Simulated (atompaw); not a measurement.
**Pseudopotential generation for Er: PAW (atompaw), PBEsol**

Aim: build the potential from the settings below, then test how well it stands in for the atom: scattering, ghost states and the plane-wave cutoff that it needs.

Method: atompaw 4.2.0.5, PBEsol, scalar-relativistic.

## 1. Starting point

Typed settings, in words:

* element: erbium (Er, Z = 68)
* type: PAW
* frozen core: [Kr] 4d10 4f11
* valence charge: 11
* reference configuration: 5s2 5p6 5d1 6s2 6p0
* partial waves: 5s (bound): rc 1.95 bohr; 6s (bound): rc 2.20 bohr; 5p (bound): rc 2.15 bohr; 6p (bound, empty): rc 2.50 bohr; 5d (bound): rc 3.00 bohr; 5d channel at 2.3 Ry: rc 3.00 bohr
* local potential: bessel scheme, radius 2.65 bohr
* core correction: smooth core density matched at 2.05 bohr
* augmentation charge: sinc compensation charge, radius 2.95 bohr; PAW radius 3.00 bohr; waves and projectors: custom polynom vanderbiltortho

## 2. Generation

Er.input

```
Er 68
GGA-PBESOL scalarrelativistic loggrid 2001 logderivrange -6 5 276
6 6 5 4 0 0
6 1 0
5 2 1
4 3 11
0 0 0
c
c
c
c
v
v
c
c
c
v
v
c
c
v
c
2
3.00 2.95 2.65 2.05
n
n
y
2.3
n
custom polynom vanderbiltortho sinc
bessel
1.95
2.20
2.15
2.50
3.00
3.00
PWSCFOUT
UPFDX 0.0125d0 UPFXMIN -7.d0 UPFZMESH 68.d0
END
```

Command:

```
$ atompaw < Er.input > Er.log
```

**Question.** What will these runs give? Wanted: cutoffs for 10 and 1 mRy, occupied levels; bound ghosts; largest phase difference near zero energy, channels read; lowest eigenvalue of the overlap; share of valence orbitals outside the PAW sphere; UPF file.

The runs gave:

| quantity | value |
| --- | --- |
| cutoffs for 10 and 1 mRy, occupied levels | 18 Ry and 30 Ry |
| bound ghosts | none found |
| largest phase difference near zero energy, channels read | 0.002 rad |
| lowest eigenvalue of the overlap (Bessel basis) | 0.637 (s) |
| share of valence orbitals outside the PAW sphere | 5s 0 %, 6s 70 %, 5p 1 %, 6p 92 %, 5d 37 % |
| UPF file | written |

The potential is soft on the atom at that tolerance: the looser tolerance needs 18 Ry. The slowest occupied level is 5p: taken alone it needs 25 Ry to come within 1 mRy, against 15 Ry for 5s. No bound ghost shows below the valence levels. Near zero energy the phases of the channels with partial waves agree within 0.002 rad. Note that the frozen 4f shell (-10 eV) lies higher than the valence 5s shell (-56 eV). All of this concerns the isolated atom, not yet a solid.
